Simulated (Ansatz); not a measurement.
Working through a rigid scan of one bond length of CH3ClFSn, SMILES [CH3][Sn]([F])[Cl]

Program: the Ansatz DFT code, driven from Python.

Run as a notebook:

**Cell 1**
```python
import warnings

import ansatz as az
import numpy as np
```

**Cell 2**
```python
warnings.simplefilter("ignore", az.DeckWarning)
```

**Cell 3**
```python
molecule = (
    az.Crystal.molecule()
    .atom("C", [0.0412, 0.9509, -0.0966])
    .atom("Sn", [0.6149, -1.0458, 0.1057])
    .atom("F", [0.1522, -1.6636, 1.8813])
    .atom("Cl", [-0.4297, -2.3611, -1.4841])
    .atom("H", [-1.1004, 1.0573, 0.0366])
    .atom("H", [0.5182, 1.6406, 0.6378])
    .atom("H", [0.2648, 1.3538, -1.1263])
)
```

**Cell 4**
```python
symbols = [site.symbol for site in molecule.cartesian_sites]
start = np.array([site.position_ang for site in molecule.cartesian_sites])
axis = (start[2] - start[1]) / np.linalg.norm(start[2] - start[1])
moving = [2]
lengths, energies = [1.65, 1.78, 1.94, 2.13, 2.42, 2.9, 3.48, 4.26], []
for length in lengths:
    xyz = start.copy()
    xyz[moving] += (length - np.linalg.norm(start[2] - start[1])) * axis
    point = az.Crystal.molecule()
    for symbol, xyz in zip(symbols, xyz):
        point = point.atom(symbol, xyz.tolist())
    model = point.calculation()
    model = model.basis(gaussian="def2-SVP")
    model = model.functional("r2scan", dispersion="d4")
    model = model.spin("collinear", total=1)
    report = model.run().report
    energies.append(report["free_energy_ev"])
    print(f"r = {length:6.3f} A  E = {energies[-1]:.5f} eV  <S^2> = {abs(report['mean_field']['state']['spin_squared']):.3f}")

print("energy above the lowest point (eV):", [round(e - min(energies), 3) for e in energies])
```
Output:
```text
r =  1.650 A  E = -22149.00027 eV  <S^2> = 0.753
r =  1.780 A  E = -22150.33224 eV  <S^2> = 0.753
r =  1.940 A  E = -22150.79261 eV  <S^2> = 0.753
r =  2.130 A  E = -22150.54266 eV  <S^2> = 0.754
r =  2.420 A  E = -22149.64422 eV  <S^2> = 0.757
r =  2.900 A  E = -22148.35642 eV  <S^2> = 0.784
r =  3.480 A  E = -22147.64016 eV  <S^2> = 0.776
r =  4.260 A  E = -22147.29938 eV  <S^2> = 0.756
energy above the lowest point (eV): [1.792, 0.46, 0.0, 0.25, 1.148, 2.436, 3.152, 3.493]
```

Total energies depend on the basis set; only differences at equal settings carry meaning. The rest of the molecule is held rigid at a force-field or estimated start geometry, and the basis set is modest; single-reference methods fail as a bond breaks. def2 sets replace the cores of elements past krypton by effective core potentials. The species is open-shell (spin multiplicity 2). Spin-orbit coupling of the heavy open-shell atom is left out. Wall time of the script: 2.2 min on 1 thread of Arm Neoverse V2 (shared host), peak memory 0.31 GiB.

(Lines on the test bed's own set-up are left out of the output.)
